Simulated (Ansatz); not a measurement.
# NaTaO2: the cost of one run

Computed with Ansatz 0.2.0 (DFT PBE, scalar-relativistic, plane waves, PAW, unless a step's input says otherwise).

1 further run of the same task is left out (it didn't finish).

## (1) The system as given

Symmetry: P6/mmm, No. 191, hexagonal system. Conventional cell: a = 3.782 Å, b = 3.782 Å, c = 5.365 Å, α = 90.00°, β = 90.00°, γ = 120.00°. Na (site symmetry 6/mmm) is surrounded by 2 Ta at 2.68 Å. Ta (site symmetry 6/mmm) is surrounded by 6 O at 2.18 Å. O (site symmetry -6m2) is surrounded by 3 O at 2.18 Å and 3 Ta at 2.18 Å.

Coordinates:

```cif
data_structure
_symmetry_space_group_name_H-M 'P 1'
_symmetry_Int_Tables_number 1
_cell_length_a 3.7821
_cell_length_b 3.7821
_cell_length_c 5.3647
_cell_angle_alpha 90.000
_cell_angle_beta 90.000
_cell_angle_gamma 120.000
_cell_volume 66.46
loop_
_atom_site_label
_atom_site_type_symbol
_atom_site_fract_x
_atom_site_fract_y
_atom_site_fract_z
_atom_site_occupancy
Na1 Na 0.00000 0.00000 0.00000 1
Ta1 Ta 0.00000 0.00000 0.50000 1
O1 O 0.33333 0.66667 0.50000 1
O2 O 0.66667 0.33333 0.50000 1
```

Recipe of the guess: random cell by space group and Wyckoff sites (P6/mmm, No. 191). Lengths come from tabulated atomic sizes and are only a guess.

## (2) A first look at the guess

The input, input.yaml:

```yaml
crystal:
  lattice:
    - [3.78213075, 0.0, 0.0]
    - [-1.89106538, 3.27542131, 0.0]
    - [0.0, 0.0, 5.36474451]
  atoms:
    - { symbol: Na, position: [0.0, 0.0, 0.0] }
    - { symbol: Ta, position: [0.0, 0.0, 0.5] }
    - { symbol: O, position: [0.33333333, 0.66666667, 0.5] }
    - { symbol: O, position: [0.66666667, 0.33333333, 0.5] }
basis:
  ecutwfc: 420
kpoints:
  mp_grid: { grid: [6, 6, 4] }
hamiltonian:
  xc: pbe
scf:
  occupations: { method: gaussian, width: 0.1 }
  lower_state_search: "off"
output:
  forces: true
  stress: true
  eigenvalues: true
```

Command:

```bash
> ansatz run input.yaml --threads 1 --pin off --max-ram 2560MiB --backend cpu --events-out ev --progress --plain --runs-dir out
```

**Question.** How long does this run take on 1 thread of AMD EPYC 7R43 (Zen 3), shared host, and how much memory does it need?

About 2.2 s, with a peak of 0.37 GiB.
